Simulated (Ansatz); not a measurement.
# PN: from a guess to a relaxed structure

Aim: relax a trial structure of PN and see where it ends, then test the end with a random kick.

Method: DFT PBE, scalar-relativistic, plane waves, PAW, in Ansatz 0.2.0.

**1. Starting point**

The structure is orthorhombic, space group Pnma (No. 62). Conventional cell: a = 5.555 Å, b = 2.571 Å, c = 3.227 Å, α = 90.00°, β = 90.00°, γ = 90.00°. P (site symmetry m) is surrounded by 4 N at 1.70 to 1.73 Å and 2 P at 1.73 Å. Around N (site symmetry m) lie 4 P at 1.70 to 1.73 Å.

Structure file:

```
P N
1.0
     5.55509    0.00000    0.00000
     0.00000    2.57051    0.00000
     0.00000    0.00000    3.22722
P N
4 4
Cartesian
  0.3139 1.9279 2.7430
  2.4637 0.6426 1.1294
  3.0914 1.9279 2.0979
  5.2412 0.6426 0.4842
  0.8571 0.6426 1.7142
  1.9205 1.9279 0.1006
  3.6346 0.6426 3.1266
  4.6980 1.9279 1.5130
```

The cell is invented: 4-, 6-connected net, elements by coordination (Pnma, No. 62). Its size is a rough estimate.

**2. Probe: one point on a coarse mesh**

File input.yaml:

```yaml
crystal:
  lattice:
    - [5.55508802, 0.0, 0.0]
    - [0.0, 2.57050602, 0.0]
    - [0.0, 0.0, 3.22721519]
  atoms:
    - { symbol: P, position: [0.05649999, 0.75, 0.84995002] }
    - { symbol: P, position: [0.44350001, 0.25, 0.34995002] }
    - { symbol: P, position: [0.55649999, 0.75, 0.65004998] }
    - { symbol: P, position: [0.94350001, 0.25, 0.15004998] }
    - { symbol: "N", position: [0.15428299, 0.25, 0.53117698] }
    - { symbol: "N", position: [0.34571701, 0.75, 0.03117698] }
    - { symbol: "N", position: [0.65428299, 0.25, 0.96882302] }
    - { symbol: "N", position: [0.84571701, 0.75, 0.46882302] }
basis:
  ecutwfc: 420
kpoints:
  mp_grid: { grid: [4, 6, 6] }
hamiltonian:
  xc: pbe
scf:
  occupations: { method: gaussian, width: 0.1 }
  lower_state_search: "off"
output:
  forces: true
  stress: true
  eigenvalues: true
```

Run with:

```bash
$ ansatz run input.yaml --threads 1 --pin off --max-ram 2560MiB --backend cpu --events-out ev --progress --plain --runs-dir out
```

The session goes on with these runs: spin check on a coarse mesh; rough relaxation on the coarse mesh; full relaxation; reference for the kick test; random kick, then relaxation; the kicked end on a coarse mesh; rough relaxation on the coarse mesh (after the kick); full relaxation (after the kick).

Q: Predict the outcome of this session. Wanted: conventional cell; volume; energy over the elements; gap on the mesh; after the kick; energy gained by the kick.

**Answer**, as computed:

| quantity | value |
| --- | --- |
| symmetry at the first end (tolerance 0.05 Å) | space group Pnma (No. 62) |
| conventional cell | a = 6.251 Å, b = 3.050 Å, c = 3.738 Å, α = 90.00°, β = 90.00°, γ = 90.00° |
| volume | 8.91 Å³/atom |
| energy over the elements (uncorrected; H, N, O, F and Cl as molecules), black P | +0.31 eV/atom |
| gap on the mesh | none (metal) |
| after the kick | space group P2_1/c (No. 14), 10.18 Å³/atom, gap on the mesh 1.04 eV |
| energy gained by the kick | 214 meV/atom |

What this shows: The space group Pnma (No. 62) is kept, and the volume per atom grows by 54.6 % from the first guess. With a positive formation energy it can't be a ground state. The first end is not the local ground state: the kicked cell settles 214 meV/atom lower. A spin-polarised run here lost its starting moments, which speaks against magnetism, though one start doesn't rule it out. Where forces pass 15 eV/Å atoms stand far too close, the PAW spheres overlap strongly and those numbers are rough. Other magnetic orders were not searched.
